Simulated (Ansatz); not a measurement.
# AlTl3: the cost of one run

Method: DFT PBE, scalar-relativistic, plane waves, PAW, in Ansatz 0.2.0.

### Step 1. The structure to begin with

Symmetry: P6_3/mmc, No. 194, hexagonal system. Conventional cell: a = 6.684 Å, b = 6.684 Å, c = 5.365 Å, α = 90.00°, β = 90.00°, γ = 120.00°. Al (site symmetry -6m2) is surrounded by 12 Tl at 3.30 to 3.34 Å. Tl (site symmetry mm2) is surrounded by 4 Al at 3.30 to 3.34 Å and 8 Tl at 3.31 to 3.35 Å.

Coordinates:

```
CELL_PARAMETERS angstrom
6.68367 0.00000 0.00000
-3.34183 5.78823 0.00000
0.00000 0.00000 5.36468
ATOMIC_POSITIONS crystal
Al 0.33333 0.66667 0.25000
Al 0.66667 0.33333 0.75000
Tl 0.83300 0.66600 0.25000
Tl 0.16700 0.83300 0.75000
Tl 0.33400 0.16700 0.25000
Tl 0.16700 0.33400 0.75000
Tl 0.83300 0.16700 0.25000
Tl 0.66600 0.83300 0.75000
```

(A quick probe on a coarse mesh, which set the mesh and smearing, is not shown.)

### Step 3. The relaxation

Contents of input.yaml:

```yaml
crystal:
  lattice:
    - [6.6836683943, 0.0, 0.0]
    - [-3.3418341971, 5.7882266199, 0.0]
    - [0.0, 0.0, 5.3646751251]
  atoms:
    - { symbol: Al, position: [0.3333333333, 0.6666666667, 0.25] }
    - { symbol: Al, position: [0.6666666667, 0.3333333333, 0.75] }
    - { symbol: Tl, position: [0.833, 0.666, 0.25] }
    - { symbol: Tl, position: [0.167, 0.833, 0.75] }
    - { symbol: Tl, position: [0.334, 0.167, 0.25] }
    - { symbol: Tl, position: [0.167, 0.334, 0.75] }
    - { symbol: Tl, position: [0.833, 0.167, 0.25] }
    - { symbol: Tl, position: [0.666, 0.833, 0.75] }
basis:
  ecutwfc: 420
kpoints:
  mp_grid: { grid: [6, 6, 8] }
hamiltonian:
  xc: pbe
scf:
  occupations: { method: gaussian, width: 0.1 }
output:
  forces: true
  stress: true
  eigenvalues: true
relax:
  adjacent_minimum: "off"
  f_tol: 0.01
  max_steps: 80
  cell: { stress_tol: 0.05 }
```

Command:

```console
ansatz run input.yaml --threads 1 --pin off --max-ram 2560MiB --backend cpu --events-out ev --progress --plain --runs-dir out
```

Q: Estimate wall time and peak memory on 1 thread of Arm Neoverse V1, shared host.

About 4.3 min, with a peak of 0.62 GiB.
